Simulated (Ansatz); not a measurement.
MnPt2:

```
Pt Mn
1.0
     2.85840    0.00000    0.00000
    -1.42920    2.47545    0.00000
     0.00000    0.00000    6.53250
Pt Mn
2 1
Direct
  0.66667 0.33333 0.31621
  0.33333 0.66667 0.68379
  0.00000 0.00000 0.00000
```

The cell comes from a database or a generator and needn't be the stable form of this composition.

Base run:

- Program: Ansatz 0.2.0
- Functional: PBEsol
- Potentials or basis: Ansatz PAW
- Cutoff: 420 eV (not typed: the program's choice for these potentials)
- k mesh: 9 × 9 × 4
- Occupations: fermi-dirac, width 0.05 eV
- Spin: collinear spin, ferromagnetic start
- Starting moments: [0.0, 0.0, 5.0] μB
- Fixed moment: 5 μB

Its results: pressure -7.5 GPa; site moments Pt +0.47; Mn +3.82 μB; largest force 0.068 eV/Å.

Problem. The run is repeated on the same cell with these changes: fixed moment from 5 μB to 2 μB; moments at the start from [0.0, 0.0, 5.0] to [0.0, 0.0, 2.0]. What comes out?

Solution. Pressure -19.4 GPa; site moments Pt -0.17; Mn +2.33 μB; largest force 0.170 eV/Å.

Caveats: the total moment is fixed, so each spin has its own Fermi level; the PAW data sets come from PBE, with cores solved anew for the run's functional, which leaves a small shift of forces and pressure; the thresholds are loose for stress.
